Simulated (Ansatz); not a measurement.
# Ga3IrRu: the cost of one run

Method: DFT PBE, scalar-relativistic, plane waves, PAW, in Ansatz 0.2.0.

## 1. Starting point

The structure is cubic, space group Pm-3m (No. 221). The conventional cell has a = 4.174 Å, b = 4.174 Å, c = 4.174 Å, α = 90.00°, β = 90.00°, γ = 90.00°. Around Ga (site symmetry 4/mmm) lie 2 Ru at 2.09 Å. Ru (site symmetry m-3m) is surrounded by 6 Ga at 2.09 Å. Ir (site symmetry m-3m) is surrounded by 12 Ga at 2.95 Å.

Structure file:

```cif
data_structure
_symmetry_space_group_name_H-M 'P 1'
_symmetry_Int_Tables_number 1
_cell_length_a 4.1742
_cell_length_b 4.1742
_cell_length_c 4.1742
_cell_angle_alpha 90.000
_cell_angle_beta 90.000
_cell_angle_gamma 90.000
_cell_volume 72.73
loop_
_atom_site_label
_atom_site_type_symbol
_atom_site_fract_x
_atom_site_fract_y
_atom_site_fract_z
_atom_site_occupancy
Ga1 Ga 0.50000 0.00000 0.50000 1
Ga2 Ga 0.00000 0.50000 0.50000 1
Ga3 Ga 0.50000 0.50000 0.00000 1
Ru1 Ru 0.50000 0.50000 0.50000 1
Ir1 Ir 0.00000 0.00000 0.00000 1
```

The cell is invented: species swapped into a database cell of ZnFe3C (Pm-3m, No. 221), with Ir on the Zn sites, Ga on the Fe sites and Ru on the C sites. Lengths come from tabulated atomic sizes and are only a guess.

## 2. The guess as it stands, on a coarse mesh

input.yaml reads:

```yaml
crystal:
  lattice:
    - [4.17420703, 0.0, 0.0]
    - [0.0, 4.17420703, 0.0]
    - [0.0, 0.0, 4.17420703]
  atoms:
    - { symbol: Ga, position: [0.5, 0.0, 0.5] }
    - { symbol: Ga, position: [0.0, 0.5, 0.5] }
    - { symbol: Ga, position: [0.5, 0.5, 0.0] }
    - { symbol: Ru, position: [0.5, 0.5, 0.5] }
    - { symbol: Ir, position: [0.0, 0.0, 0.0] }
basis:
  ecutwfc: 420
kpoints:
  mp_grid: { grid: [4, 4, 4] }
hamiltonian:
  xc: pbe
scf:
  occupations: { method: gaussian, width: 0.1 }
  lower_state_search: "off"
output:
  forces: true
  stress: true
  eigenvalues: true
```

Started as:

```bash
$ ansatz run input.yaml --threads 1 --pin off --max-ram 2560MiB --backend cpu --events-out ev --progress --plain --runs-dir out
```

Q: Estimate wall time and peak memory on 1 thread of Arm Neoverse V1, shared host.

About 2.6 s, with a peak of 0.35 GiB.
